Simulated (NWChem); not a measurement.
**BN2H5 (SMILES NBN): M06-2X/def2-TZVP (density fitting with ahlrichs coulomb fitting)**

Aim: the electronic atomisation energy of BN2H5 at M06-2X/def2-TZVP (density fitting with ahlrichs coulomb fitting), from 4 runs. 

Program for the calculation: NWChem 7.3.0.

### Step 1. The system as given

The species is BN2H5 (8 atoms), meant as a singlet with charge 0. SMILES: `NBN`. The shape is that of a PBE0-D4/def2-TZVP optimisation.

Bond lengths: N1–B2 1.409 Å, B2–N3 1.409 Å, N1–H4 1.005 Å, N1–H5 1.002 Å, B2–H6 1.200 Å, N3–H7 1.003 Å, N3–H8 1.005 Å. Angles: N1–B2–N3 122.9°, N1–B2–H6 118.5°, N3–B2–H6 118.5°, B2–N1–H4 124.5°, B2–N1–H5 121.9°, B2–N3–H7 121.9°, B2–N3–H8 124.5°, H4–N1–H5 113.6°, H7–N3–H8 113.6°.

### Step 2. A single-point energy at M06-2X/def2-TZVP (density fitting with ahlrichs coulomb fitting) (run 1)

sp.nw

```
START sp
memory stack 880 mb heap 220 mb global 1100 mb
GEOMETRY noautosym nocenter noautoz
  N    -0.971000    0.516500   -0.581100
  B     0.194200    0.386600    0.200500
  N     0.848200   -0.845200    0.401400
  H    -1.426800   -0.244500   -1.053400
  H    -1.423900    1.400900   -0.713700
  H     0.649700    1.368600    0.718000
  H     1.676700   -0.919800    0.960900
  H     0.545000   -1.720300    0.011600
END
BASIS spherical bse
  * library def2-TZVP
END
BASIS "cd basis" spherical
  * library "ahlrichs coulomb fitting"
END
DFT
  xc m06-2x
  mult 1
  grid fine
  convergence energy 1e-08
  iterations 100
  mulliken
  noprint "final vectors analysis"
END
TASK dft energy
```

Started as:

```bash
$ nwchem sp.nw > sp.out
```

What it wrote:

```text
[...]
          Wavefunction type:  closed shell.
          No. of atoms     :     8
          No. of electrons :    24
[...]
          Charge           :     0
          Spin multiplicity:     1
[...]
          AO basis - number of functions:   123
[...]
              XC Information
              --------------
                       M06-2X Method XC Functional
                     Hartree-Fock (Exact) Exchange  0.540
                        M06-2X Exchange Functional  1.000
                      M06-2X Correlation Potential  1.000
[...]
 d= 0,ls=0.0,diis     1   -137.3891516774 -2.06D+02  4.40D-03  4.41D-01     2.9
[...]
 d= 0,ls=0.0,diis     8   -137.4417813929 -1.26D-09  3.07D-07  6.03D-09    18.7
         Total DFT energy =     -137.441781392908
      One electron energy =     -321.405847107515
           Coulomb energy =      134.888672141173
    Exchange-Corr. energy =      -19.777206229585
 Nuclear repulsion energy =       68.852599803019
[...]
      Total Density - Mulliken Population Analysis
     ---------------------------------------------
    Atom       Charge   Shell Charges
 -----------   ------   -------------------------------------------------------
    1 N    7     7.59   0.82  1.16  0.54  0.72  0.21  1.59  1.66  0.88  0.00  0.01  0.00
    2 B    5     4.77   0.91  1.06  0.51  0.33  0.04  1.04  0.61  0.09  0.07  0.09  0.02
    3 N    7     7.59   0.82  1.16  0.54  0.72  0.21  1.59  1.66  0.88  0.00  0.01  0.00
    4 H    1     0.77   0.27  0.40  0.06  0.04
    5 H    1     0.75   0.27  0.39  0.05  0.04
    6 H    1     1.01   0.27  0.50  0.24  0.01
    7 H    1     0.75   0.27  0.39  0.05  0.04
    8 H    1     0.77   0.27  0.40  0.06  0.04
[...]
```

It took 20 s on 1 thread of AMD EPYC 9R14 (Zen 4), shared host; peak memory 0.14 GiB.

### Step 3. The B atom at the same level (run 2)

b.nw

```
START b
TITLE "B M06-2X"
memory 2200 mb
charge 0

GEOMETRY units angstroms noautosym nocenter noautoz
B      0.000000     0.000000     0.000000
END

BASIS spherical bse
* library def2-TZVP
END

BASIS "cd basis" spherical
* library "ahlrichs coulomb fitting"
END

DFT
xc m06-2x
mult 2
grid fine
convergence energy 1e-08
maxiter 100
mulliken
print low
END

TASK dft energy
```

Run the same way, it converges to -24.64981 Eh (log not shown).

Run 3 isn't shown in full; the table further down has it.

### Step 4. The N atom (run 4)

input.nw

```
start input
memory 2200 mb

geometry noautosym nocenter noautoz
   N        0.000000       0.000000       0.000000
end

basis spherical bse
   * library def2-TZVP
end

basis "cd basis" spherical
   * library "ahlrichs coulomb fitting"
end

dft
   xc m06-2x
   mult 4
   grid fine
   convergence energy 1e-08
   maxiter 100
   mulliken
   noprint "final vectors analysis"
end

task dft energy
```

Run the same way, it converges to -54.58712 Eh (log not shown).

### Step 5. All runs side by side

| run | level | partner | energy (Eh) | wall time |
| --- | --- | --- | --- | --- |
| 1 | M06-2X/def2-TZVP (density fitting with ahlrichs coulomb fitting) | base | -137.441781 | 20 s |
| 2 | UM06-2X/def2-TZVP (density fitting with ahlrichs coulomb fitting) | atoms | -24.649813 | 1.3 s |
| 3 | UM06-2X/def2-TZVP (density fitting with ahlrichs coulomb fitting) | atoms | -0.498141 | 0.78 s |
| 4 | UM06-2X/def2-TZVP (density fitting with ahlrichs coulomb fitting) | atoms | -54.587118 | 1.2 s |

### Step 6. What came out

At M06-2X/def2-TZVP (density fitting with ahlrichs coulomb fitting):

| quantity | value |
| --- | --- |
| N atom: total energy | -54.58712 Eh |
| N atom: ⟨S²⟩ | 3.754 |
| electronic atomisation energy | 30.668 eV |

**Reading.** Taking the molecule apart into free atoms costs 30.67 eV (2959 kJ/mol), before zero-point energy and without spin-orbit coupling. All runs together took 23 s, the longest 20 s.
